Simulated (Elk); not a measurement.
An input for Elk 11.2.3 (patched build) (Sr):

Contents of elk.in:

```
tasks
  0

xctype
  26

rgkmax
  8.0

gmaxvr
  14.0

lmaxapw
  9

lmaxo
  8

nrmtscf
  1.5

nempty
  12

epspot
  1e-06

epsengy
  1e-05

maxscl
  120

stype
  3

swidth
  0.000367493

tforce
  .true.

spinorb
  .true.

sppath
  './'

avec
  -4.53929328570 4.53929328570 4.53929328570
  4.53929328570 -4.53929328570 4.53929328570
  4.53929328570 4.53929328570 -4.53929328570

atoms
  1
  'Sr.in'
  1
  0.0000000000 0.0000000000 0.0000000000   0.000 0.000 0.000

ngridk
  8 8 8
```

Sr.in

```
 'Sr'                                       : spsymb
 'strontium'                                : spname
  -38.0000                                  : spzn
   159721.4892                              : spmass
  0.324443E-06    2.6000    52.2837    600    : rminsp, rmt, rmaxsp, nrmt
  13                                        : nstsp
   1   0   1   2.00000  T                   : nsp, lsp, ksp, occsp, spcore
   2   0   1   2.00000  T
   2   1   1   2.00000  T
   2   1   2   4.00000  T
   3   0   1   2.00000  T
   3   1   1   2.00000  T
   3   1   2   4.00000  T
   3   2   2   4.00000  T
   3   2   3   6.00000  T
   4   0   1   2.00000  F
   4   1   1   2.00000  F
   4   1   2   4.00000  F
   5   0   1   2.00000  F
   1                                        : apword
    0.1500   0  F                           : apwe0, apwdm, apwve
   0                                        : nlx
  5    : nlorb
   0   2                                    : lorbl, lorbord
    0.1500   0  F                           : lorbe0, lorbdm, lorbve
    0.1500   1  F
   1   2                                    : lorbl, lorbord
    0.1500   0  F                           : lorbe0, lorbdm, lorbve
    0.1500   1  F
   0   2                                    : lorbl, lorbord
    0.1500   0  F                           : lorbe0, lorbdm, lorbve
   -1.5031   0  T
   1   2                                    : lorbl, lorbord
    0.1500   0  F                           : lorbe0, lorbdm, lorbve
   -0.8259   0  T
   2   2
    0.3000   0  F
    0.3000   1  F
```

Potentials or basis: APW+lo.

Launch:

```console
$ OMP_NUM_THREADS=4 elk
```

Q: What does the program do with it?

A: The run stopped without a result. It printed:

Output:

```text
┌─────────────────────────────────┐
│ Elk code version 11.2.3 started │
└─────────────────────────────────┘

Info(readinput): the functional depends on the density's gradient
 twice the muffin-tin radial points are taken where nrmtscf is not given

┌──────────────────┐
│ Current task : 0 │
└──────────────────┘

Error(init0): requested spin-polarised run with spin-unpolarised
 exchange-correlation functional
```
